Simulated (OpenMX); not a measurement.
Hf2Pd2Se2Br2O3:

```
CELL_PARAMETERS angstrom
3.72613 0.00000 0.00000
-1.86306 3.22692 0.00000
0.00000 0.00000 17.00867
ATOMIC_POSITIONS crystal
Hf 0.66667 0.33333 0.93385
Hf 0.33333 0.66667 0.06615
Pd 0.00000 0.00000 0.30298
Pd 0.00000 0.00000 0.69702
Se 0.33333 0.66667 0.22649
Se 0.66667 0.33333 0.77351
Br 0.66667 0.33333 0.39862
Br 0.33333 0.66667 0.60138
O 0.33333 0.66667 0.92689
O 0.66667 0.33333 0.07311
O 0.00000 0.00000 0.00000
```

The cell was built by a generator and needn't be a form met in nature.

Base run:

| Item | Value |
| --- | --- |
| Program | OpenMX 3.8.5 |
| Functional | PBE |
| Potentials or basis | OpenMX 2013 PBE set, Hf7.0-s3p2d2, Pd7.0-s3p2d1, Se7.0-s3p2d1, Br7.0-s3p2d1, O6.0-s2p2, grid cutoff 400 Ry |
| k mesh | 9 × 9 × 3 |
| Occupations | fermi-dirac, width 0.05 eV |
| Spin | no spin polarisation |

Its results: pressure 1.3 GPa; largest force 0.439 eV/Å.

Q: The run is repeated on the same cell with these changes: functional from PBE to LDA; potentials or basis from OpenMX 2013 PBE set, Hf7.0-s3p2d2, Pd7.0-s3p2d1, Se7.0-s3p2d1, Br7.0-s3p2d1, O6.0-s2p2, grid cutoff 400 Ry to OpenMX 2013 LDA set, Hf7.0-s3p2d2f1, Pd7.0-s3p2d2, Se7.0-s3p2d2, Br7.0-s3p2d2, O6.0-s2p2d1, grid cutoff 400 Ry. What comes out?

A: Pressure -8.0 GPa; largest force 0.655 eV/Å.

Caveats: the basis of atomic orbitals isn't converged, which shifts pressures, moduli and gaps; this functional lacks dispersion, which binds the layers, so the pressure and a relaxed spacing across them are unreliable (some runs).
